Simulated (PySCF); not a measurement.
# C2H6F2Ge (GeF2Me2): the cost of one run

Computed with PySCF 2.14.0, with density-fitted response routines of our own, on a single molecule in the gas phase. Atoms count from 0, in the outputs and in this text.

## 1. The starting structure

11 atoms, charge 0, multiplicity 1; geometry from: GFN2-xTB. The atoms were then displaced at random by about 0.03 Å, so the start is not that level's minimum.

Bonds of the start (Å): Ge0–F1 1.74, Ge0–F2 1.66, Ge0–C3 2.05, Ge0–C7 1.91, C3–H4 1.18, C3–H5 1.08, C3–H6 1.04, C7–H8 1.02, C7–H9 1.16, C7–H10 1.08.

## 2. Geometry optimisation at PBE0-D3(BJ)/def2-SVP

The job: settings as JSON, then the geometry in Å.

```
{"job": {"xc": "PBE0", "basis": "def2-SVP", "d3": "d3bj", "grid": 1, "maxiter": 40, "shake": 0.03, "kind": "geom"}, "charge": 0, "multiplicity": 1}
Ge     0.465880    -0.074290     0.300190
F      0.536820    -0.006200     2.034300
F      2.043870     0.001380    -0.196370
C     -0.199730     1.794420    -0.221200
H     -1.338950     1.869490     0.078900
H     -0.250570     1.938810    -1.292360
H      0.335590     2.536570     0.282750
C     -0.239430    -1.774660    -0.215290
H     -0.366670    -1.867950    -1.220380
H     -1.269570    -1.956630     0.276780
H      0.380820    -2.546440     0.203590
```

On the command line:

```bash
> OMP_NUM_THREADS=1 python probes_run.py task.json out
```

One launch serves the whole session: the jobs run in the order shown.

Q: Estimate the wall time and peak memory of this first job on 1 thread of Intel Xeon at 2.50GHz, shared host.

About 1.7 min, with a peak of 0.49 GiB.
